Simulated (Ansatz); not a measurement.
# FHIn: the cost of one run

All numbers are computed with Ansatz 0.2.0, driven from Python. Level of theory: Hartree-Fock/def2-SVP.

## (1) The structure

Bond lengths: F1–In2 1.982 Å, In2–H3 1.560 Å. Angles: F1–In2–H3 109.9°.

Input file fhin.xyz:

```xyz
3

F     1.06470    0.91850    0.67390
In   -0.55820    0.28460   -0.27170
H    -0.51750   -1.26790   -0.41550
```

## (2) The script

The input, fhin.py:

```python
import ansatz
import numpy as np


def main() -> None:
    system = ansatz.Crystal.molecule_from_extxyz("fhin.xyz")

    setup = (
        system.calculation()
        .basis(gaussian="def2-SVP")
        .functional("HF")
        .spin("collinear", total=1)
    )
    symbols = [site.symbol for site in system.cartesian_sites]
    pairs = [(0, 1), (1, 2)]
    print("held (A)   E (eV)        ", "  ".join(f"{symbols[i]}{i}-{symbols[j]}{j}" for i, j in pairs))
    for length in [1.43, 1.56, 1.68, 1.87, 2.11]:
        report = setup.relax(constraints=[ansatz.DistanceConstraint((1, 2), at=length)], force_tolerance=0.02, max_steps=60).run(threads=1).report
        xyz = np.array(report["positions_ang"])
        print(f"{length:6.2f} {report['free_energy_ev']:14.5f}  ", "  ".join(f"{np.linalg.norm(xyz[i] - xyz[j]):.3f}" for i, j in pairs))


if __name__ == "__main__":
    main()
```

## (3) Launch

Started as:

```console
> python fhin.py
```

**Question.** How long does this script take on 1 thread of Arm Neoverse V1, shared host, and how much memory does it need?

About 16 s, with a peak of 0.17 GiB.
